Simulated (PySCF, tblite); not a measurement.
**C5H11Se radical: geometry, infrared bands and EPR parameters**

Aim: predict the infrared bands and EPR parameters of C5H11Se radical (`[CH2]C(C)(C)[Se]C`).

The runs use tblite 0.8.0 and PySCF 2.14.0, with density-fitted response routines of our own; the level of theory stands in each step. All values are computed, except where a source is named. Atoms are numbered from 0 throughout.

## (1) The starting structure

17 atoms, charge 0, multiplicity 2; geometry from: force field or distance geometry start.

Bonds of the start (Å): C0–C1 1.54, C1–C2 1.51, C1–C3 1.50, C1–Se4 1.92, Se4–C5 1.92, C0–H6 1.13, C0–H7 1.11, C2–H8 1.11, C2–H9 1.12, C2–H10 1.11, C3–H11 1.13, C3–H12 1.09, C3–H13 1.11, C5–H14 1.12, C5–H15 1.12, C5–H16 1.11.

## (2) Geometry optimisation with GFN2-xTB

What the job is given:

```
{"job": {"kind": "relax", "xc": "GFN2-xTB", "basis": "xTB"}, "charge": 0, "multiplicity": 2}
C     -0.345900    -0.315600     1.702000
C     -0.401000     0.188500     0.253100
C     -1.502200     1.222800     0.235700
C     -0.839700    -0.888700    -0.688700
Se     1.198300     1.109900    -0.265200
C      2.697400    -0.015300    -0.670300
H     -1.414300    -0.247500     2.056300
H     -0.132200    -1.403900     1.651000
H     -1.434200     1.908500     1.108500
H     -1.347800     1.800600    -0.709400
H     -2.486300     0.711600     0.158100
H     -1.498800    -1.583700    -0.082200
H     -0.032200    -1.448400    -1.154000
H     -1.532800    -0.419100    -1.414000
H      3.300400     0.506300    -1.459200
H      3.351300    -0.072200     0.240600
H      2.412900    -1.041800    -0.972300
```

Started as:

```bash
> OMP_NUM_THREADS=1 python probes_run.py task.json out
```

The driver reads the jobs from task.json and runs them one after another.

**Question.** This job is followed by: GFN2-xTB harmonic vibrations, gas phase; UKS B3LYP, def2-TZVP-core on Se, pcH-1 on C H, non-relativistic, mean-field spin-orbit, GIAO. What will the session give for the following? strongest single infrared mode (GFN2-xTB); zero-point energy (GFN2-xTB); g(iso) (B3LYP); ⟨S²⟩; largest a(iso); potential on the surface of density 0.002 e/bohr³, 1st and 99th percentile; property runs in this session.

As calculated:

```
                                                                  quantity                                            value
                                 strongest single infrared mode (GFN2-xTB)                            1682 cm⁻¹, 253 km/mol
                                              zero-point energy (GFN2-xTB)                                    88.9 kcal/mol
                                                            g(iso) (B3LYP)                                          2.27730
                                                                      ⟨S²⟩                               0.754 (exact 0.75)
                                                            largest a(iso)                              1H on H14, 59.3 MHz
potential on the surface of density 0.002 e/bohr³, 1st and 99th percentile                               -1.11 V and 0.83 V
                                             property runs in this session  1, of which 0 failed and 1 gave unsound results
```

What this shows: Relaxing lowered the energy by 2.225 eV in 109 steps; the close pair that moved most is C1–Se4, from 1.917 to 3.309 Å. The frame itself reshapes: C1···Se4 goes from 1.92 to 3.31 Å. The lowest mode is slightly imaginary (9i cm⁻¹), a soft motion within the noise of the Hessian, so the minimum is not strictly shown. The strongest single mode, at 1682 cm⁻¹, moves mainly C1 and C0. Unscaled tight-binding wavenumbers are off by several per cent, some by more. Its intensities can rank the bands wrongly. The structure rearranged or came apart on optimisation; the results belong to the end geometry, not to the formula as drawn. Se4 carries the largest spin population, 0.90 e. The isotropic g lies 275.0 ppt above the free-electron value. These values are not to be trusted: the run shows nearly degenerate orbitals, where second-order g theory doesn't apply. The hyperfine terms hold no scalar relativity, which the heavier nuclei need. Their spin-orbit part is missing too, as the state is near-degenerate. These values are for one conformer; the search (at its own cheap level) found 2 more, at 0.12, 0.15 kcal/mol, and measured spectra average over such forms.
